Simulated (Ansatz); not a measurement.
Runs of Ansatz 0.2.0 on ZrB. The structure is cubic, space group Fm-3m (No. 225). Conventional cell: a = 4.650 Å, b = 4.650 Å, c = 4.650 Å, α = 90.00°, β = 90.00°, γ = 90.00°. Zr (site symmetry m-3m) is surrounded by 6 B at 2.33 Å. Around B (site symmetry m-3m) lie 6 Zr at 2.33 Å. 

| task | level | spin | cell | k mesh | cutoff (eV) | gap on the mesh (eV) | pressure (GPa) | relaxed volume (Å³/atom) |
| --- | --- | --- | --- | --- | --- | --- | --- | --- |
| single point | r2SCANh | off | as given | 5 × 5 × 5 | 500 | none | 37.0 | - |
| single point | PBE0 | SOC, no magnetisation | as given | 4 × 4 × 4 | 420 | none | 35.4 | - |
| relaxation of cell and atoms | PBE0 | off | relaxed | 5 × 5 × 5 | 420 | none | 0.0 | 14.63 |
| relaxation of cell and atoms | PBEsol0 | off | relaxed | 5 × 5 × 5 | 420 | none | 0.0 | 14.38 |
| single point | HF | off | as given | 5 × 5 × 5 | 420 | none | (a) | - |

Alike in all rows: potentials or basis Ansatz PAW; smearing fermi-dirac 0.05 eV; the mesh is coarse, so values aren't converged.

Question: Estimate the missing entries.

Answer: (a) 52.9.

Caveats: all runs use coarse meshes; the PAW data sets come from PBE, with cores solved anew for the run's functional, which leaves a small shift of forces and pressure; the thresholds are loose for stress (some runs); a pressure of tens of GPa on the cell as given is suspect, and the run, the potentials or the cell itself is likely at fault (some runs); the plane-wave basis is chosen anew once the cell has moved, so the energies of steps on either side of that aren't comparable (some runs); the volume moved by over 15 % at a fixed basis, so the end points are rough (some runs); the volume moved by +16 % from the deposited cell, more than functionals usually miss (some runs); the volume moved by +14 % from the deposited cell, more than functionals usually miss (some runs).

A k mesh can miss the band edges, and rows without SOC leave out spin-orbit coupling on Zr.

A gap of «none» marks a metal or a gap under the smearing width.
